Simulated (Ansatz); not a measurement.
# NaMo3: the cost of one run

Program: Ansatz 0.2.0. Level of theory: DFT PBE, scalar-relativistic, plane waves, PAW. These are calculated values, not measurements.

**1. The system as given**

Symmetry: Pm-3m, No. 221, cubic system. The conventional cell has a = 3.988 Å, b = 3.988 Å, c = 3.988 Å, α = 90.00°, β = 90.00°, γ = 90.00°. Around Na (site symmetry m-3m) lie 12 Mo at 2.82 Å. Around Mo (site symmetry 4/mmm) lie 4 Na at 2.82 Å and 8 Mo at 2.82 Å.

Coordinates:

```
CELL_PARAMETERS angstrom
3.98796 0.00000 0.00000
0.00000 3.98796 0.00000
0.00000 0.00000 3.98796
ATOMIC_POSITIONS crystal
Na 0.00000 0.00000 0.00000
Mo 0.00000 0.50000 0.50000
Mo 0.50000 0.00000 0.50000
Mo 0.50000 0.50000 0.00000
```

This is candidate A: Cu3Au (L1_2) type (Pm-3m, No. 221).

(A quick probe on a coarse mesh, which set the mesh and smearing, is not shown.)

**3. Coarse relaxation (candidate A)**

The input, input.yaml:

```yaml
crystal:
  lattice:
    - [3.9879596549, 0.0, 0.0]
    - [0.0, 3.9879596549, 0.0]
    - [0.0, 0.0, 3.9879596549]
  atoms:
    - { symbol: Na, position: [0.0, 0.0, 0.0] }
    - { symbol: Mo, position: [0.0, 0.5, 0.5] }
    - { symbol: Mo, position: [0.5, 0.0, 0.5] }
    - { symbol: Mo, position: [0.5, 0.5, 0.0] }
basis:
  ecutwfc: 420
kpoints:
  mp_grid: { grid: [4, 4, 4] }
hamiltonian:
  xc: pbe
scf:
  occupations: { method: gaussian, width: 0.1 }
  lower_state_search: "off"
output:
  forces: true
  stress: true
  eigenvalues: true
relax:
  adjacent_minimum: "off"
  f_tol: 0.04
  max_steps: 70
  cell: { stress_tol: 0.4 }
```

Launch:

```
> ansatz run input.yaml --threads 1 --pin off --max-ram 2560MiB --backend cpu --events-out ev --progress --plain --runs-dir out
```

Q: Estimate wall time and peak memory on 1 thread of Arm Neoverse V2, shared host.

About 6.5 s, with a peak of 0.31 GiB.
